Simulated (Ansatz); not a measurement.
# C₂H₆GeO₂: up Jacob's ladder to CCSD(T)

How much do the methods differ for C₂H₆GeO₂? The plan is to run it at one geometry with functionals of several rungs and with coupled cluster, and see how far each lands from CCSD(T) at the basis-set limit for the atomisation energy.

Program: Ansatz 0.2.0, Gaussian basis. Level of theory: functionals in def2-TZVPP, the program's frozen cores in correlated methods. These are calculated values, not measurements.

Levels to be run: LDA (SPW92), PBE-D4, revPBE-D4, BLYP-D4, r2SCAN-D4, B97M-V, PBE0-D4, B3LYP-D4, r2SCANh-D4, r2SCAN0-D4, HSE06-D4, BHLYP-D4, CAM-B3LYP-D4, LC-ωPBE, ωB97X-V, ωB97M-V, B2PLYP, PBE-QIDH; CCSD(T)/def2-SVP; CCSD(T)/def2-TZVPP; MP2/def2-QZVPP; extrapolation to the limit; RPA on PBE.

## 1. The relaxed structure

All runs share one geometry, relaxed beforehand with PBE0-D4 in a triple-zeta def2 set.

SMILES `C[O][Ge][O]C`, 11 atoms, charge 0, spin multiplicity 1.

Atoms are counted from 1 here; the program's logs count them from 0.

Bond lengths: C1–O2 1.411 Å, C1–H6 1.094 Å, C1–H7 1.094 Å, C1–H8 1.092 Å, O2–Ge3 1.770 Å, Ge3–O4 1.795 Å, O4–C5 1.406 Å, C5–H9 1.094 Å, C5–H10 1.099 Å, C5–H11 1.094 Å. Angles: O2–C1–H6 109.1°, O2–C1–H7 109.2°, O2–C1–H8 112.2°, H6–C1–H7 108.2°, H6–C1–H8 109.1°, H7–C1–H8 109.0°, C1–O2–Ge3 128.4°, O2–Ge3–O4 98.0°, Ge3–O4–C5 121.5°, O4–C5–H9 109.8°, O4–C5–H10 112.9°, O4–C5–H11 109.8°, H9–C5–H10 108.0°, H9–C5–H11 108.2°, H10–C5–H11 108.0°.

## 2. LDA

This LDA is Slater exchange with PW92 correlation.

Contents of in.yaml:

```yaml
crystal:
  periodic: [false, false, false]
  atoms:
    - {symbol: C, position_ang: [-0.578073, 0.287666, 2.078219]}
    - {symbol: O, position_ang: [0.738204, -0.161998, 1.841053]}
    - {symbol: Ge, position_ang: [1.522577, -0.497008, 0.289986]}
    - {symbol: O, position_ang: [0.141731, -0.086046, -0.780869]}
    - {symbol: C, position_ang: [0.242027, -0.187394, -2.179491]}
    - {symbol: H, position_ang: [-1.089379, -0.429462, 2.727266]}
    - {symbol: H, position_ang: [-0.541409, 1.250922, 2.595906]}
    - {symbol: H, position_ang: [-1.148452, 0.402361, 1.153815]}
    - {symbol: H, position_ang: [0.061065, 0.790274, -2.636674]}
    - {symbol: H, position_ang: [1.228130, -0.540066, -2.512656]}
    - {symbol: H, position_ang: [-0.511221, -0.886249, -2.555958]}
basis:
  gaussian: {orbitals: def2-TZVPP}
hamiltonian: {xc: lda}
output: {orbitals: {seedname: orbitals}}
```

The runs that follow: PBE-D4 (GGA); revPBE-D4 (GGA); BLYP-D4 (GGA); r2SCAN-D4 (meta-GGA); B97M-V (meta-GGA); PBE0-D4 (hybrid); B3LYP-D4 (hybrid); r2SCANh-D4 (hybrid); r2SCAN0-D4 (hybrid); HSE06-D4 (hybrid); BHLYP-D4 (hybrid); CAM-B3LYP-D4 (range-separated); LC-ωPBE-D4 (range-separated); ωB97X-V (range-separated); ωB97M-V (range-separated); B2PLYP (double hybrid); PBE-QIDH (double hybrid); CCSD(T) in def2-SVP; CCSD(T) in def2-TZVPP; MP2 in def2-QZVPP; RPA on PBE orbitals.

Q: Predict the results of all the runs planned. Wanted: atomisation energy, CCSD(T)/CBS; farthest beyond LDA; mean size of error, GGA; mean size of error, meta-GGA; mean size of error, hybrid; mean size of error, range-separated; mean size of error, double hybrid; gap, smallest and largest; T1 diagnostic.

As calculated:

| quantity | value |
| --- | --- |
| atomisation energy, CCSD(T)/CBS | 43.008 eV |
| functionals within 0.430 eV (1.0 %) | revPBE-D4, BLYP-D4, r2SCAN-D4, B97M-V, PBE0-D4, B3LYP-D4, r2SCANh-D4, HSE06-D4, CAM-B3LYP-D4, LC-ωPBE, ωB97X-V, ωB97M-V |
| farthest beyond LDA | BHLYP-D4 (-1.731 eV) |
| mean size of error, GGA | 0.440 eV |
| mean size of error, meta-GGA | 0.046 eV |
| mean size of error, hybrid | 0.611 eV |
| mean size of error, range-separated | 0.154 eV |
| mean size of error, double hybrid | 0.559 eV |
| gap, smallest and largest | 3.96 eV (LDA (SPW92)), 10.73 eV (LC-ωPBE) |
| T1 diagnostic | 0.0151 |
| triples share of the correlation energy | 3.8 % |

LDA overbinds by 6.710 eV (16 %). PBE-D4 misses by +0.907 eV. Double hybrids carry the basis error of their MP2 part in triple zeta, and no dispersion term here, so their miss is partly the set-up's. The rungs meta-GGA, range-separated miss on average by less than the doubt on the reference (0.430 eV), so they tie. The reference freezes the cores and leaves out relativity and excitations past (T), and its outer-core shells are covered unevenly, so misses under about 0.430 eV can't be ranked. Hartree-Fock recovers 70 % of the binding; the rest is correlation. CCSD(T) in def2-SVP is off by -2.534 eV, so the small basis spoils what the method gains. Orbital gaps span 4.0 to 10.7 eV; exact exchange widens them. Correlated methods include outer-core shells of Ge, which these sets cover unevenly.
